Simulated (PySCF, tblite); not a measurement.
**C₇H₁₇OP: geometry, infrared bands and NMR shifts**

What infrared bands and NMR shifts should C₇H₁₇OP (`COCCPCC(C)C`) show?

Computed with tblite 0.8.0 and PySCF 2.14.0, with density-fitted response routines of our own, on a single molecule in the gas phase. Atoms are numbered from 0 throughout.

### Step 1. Starting geometry

26 atoms, charge 0, multiplicity 1; geometry from: force field or distance geometry start.

Bonds of the start (Å): C0–O1 1.43, O1–C2 1.44, C2–C3 1.53, C3–P4 1.85, P4–C5 1.85, C5–C6 1.53, C6–C7 1.53, C6–C8 1.53, C0–H9 1.09, C0–H10 1.09, C0–H11 1.09, C2–H12 1.09, C2–H13 1.10, C3–H14 1.11, C3–H15 1.10, P4–H16 1.42, C5–H17 1.10, C5–H18 1.11, C6–H19 1.09, C7–H20 1.09, C7–H21 1.10, C7–H22 1.10, C8–H23 1.09, C8–H24 1.09, C8–H25 1.11.

### Step 2. Geometry optimisation with GFN2-xTB

Job settings and geometry (Å):

```
{"job": {"kind": "relax", "xc": "GFN2-xTB", "basis": "xTB"}, "charge": 0, "multiplicity": 1}
C      4.287900     1.375700    -0.747800
O      3.065300     0.933400    -0.160600
C      2.930700    -0.493300    -0.262900
C      1.581100    -0.903600     0.326200
P      0.147100    -0.484500    -0.761800
C     -1.242900    -0.732800     0.432200
C     -2.609000    -0.304600    -0.119700
C     -3.714200    -0.881300     0.771200
C     -2.757200     1.212200    -0.184300
H      4.339900     2.461200    -0.614400
H      4.282500     1.150900    -1.819300
H      5.138800     0.913000    -0.257000
H      3.725800    -0.964900     0.309300
H      3.008000    -0.793900    -1.319600
H      1.437900    -0.415500     1.307600
H      1.570100    -1.994300     0.498300
H      0.259600     0.927700    -0.656300
H     -1.256700    -1.807300     0.675500
H     -1.021600    -0.192300     1.371500
H     -2.740900    -0.711900    -1.120800
H     -3.670500    -1.973100     0.797600
H     -4.708900    -0.608600     0.382500
H     -3.637100    -0.509500     1.808300
H     -2.621300     1.667500     0.797400
H     -2.042200     1.665900    -0.876000
H     -3.773200     1.486500    -0.530600
```

Run with:

```sh
$ OMP_NUM_THREADS=1 python probes_run.py task.json out
```

One launch serves the whole session: the jobs run in the order shown.

**Question.** This job is followed by: GFN2-xTB harmonic vibrations, gas phase; GIAO PBE0/pcSseg-1 NMR shielding, non-relativistic, gas phase. What will the session give for the following? strongest single infrared mode (GFN2-xTB); zero-point energy (GFN2-xTB); 13C shifts against TMS (PBE0/pcSseg-1, means over atoms taken as alike); 1H shifts against TMS (PBE0/pcSseg-1, means over atoms taken as alike); 17O shifts against H2O (PBE0/pcSseg-1); 31P shifts against H3PO4 (PBE0/pcSseg-1); surface potential, 1st and 99th percentile.

As calculated:

| quantity | value |
| --- | --- |
| strongest single infrared mode (GFN2-xTB) | 2310 cm⁻¹, 156 km/mol |
| zero-point energy (GFN2-xTB) | 142.1 kcal/mol |
| 13C shifts against TMS (PBE0/pcSseg-1, means over atoms taken as alike) | 72.9, 60.7, 36.7, 32.0, 28.9, 26.2 ppm |
| 1H shifts against TMS (PBE0/pcSseg-1, means over atoms taken as alike) | 3.55, 3.48, 3.41, 1.96, 1.62, 1.29, 0.95 ppm |
| 17O shifts against H2O (PBE0/pcSseg-1) | 36.6 ppm |
| 31P shifts against H3PO4 (PBE0/pcSseg-1) | -112.4 ppm |
| surface potential, 1st and 99th percentile | -1.32 V and 0.69 V |

In words: The optimisation took 174 steps and gained 0.155 eV; among the close pairs (by a distance rule), O1–C2 changed most, from 1.437 to 1.408 Å. All 72 modes are real, so the xTB geometry is a minimum. The strongest single mode, at 2310 cm⁻¹, moves mainly H16. GFN2-xTB is a fitted tight-binding method: band positions and strengths are rough. Its intensities can rank the bands wrongly. H12, H13 (mean) (hydrogen on an sp3 CH2 bonded to O) lies farthest downfield among hydrogen, at 3.55 ppm; its carbon carries O, an electronegative neighbour. At PBE0/pcSseg-1: The largest span, 91 ppm, is at C0, where the paramagnetic term is -112 ppm.
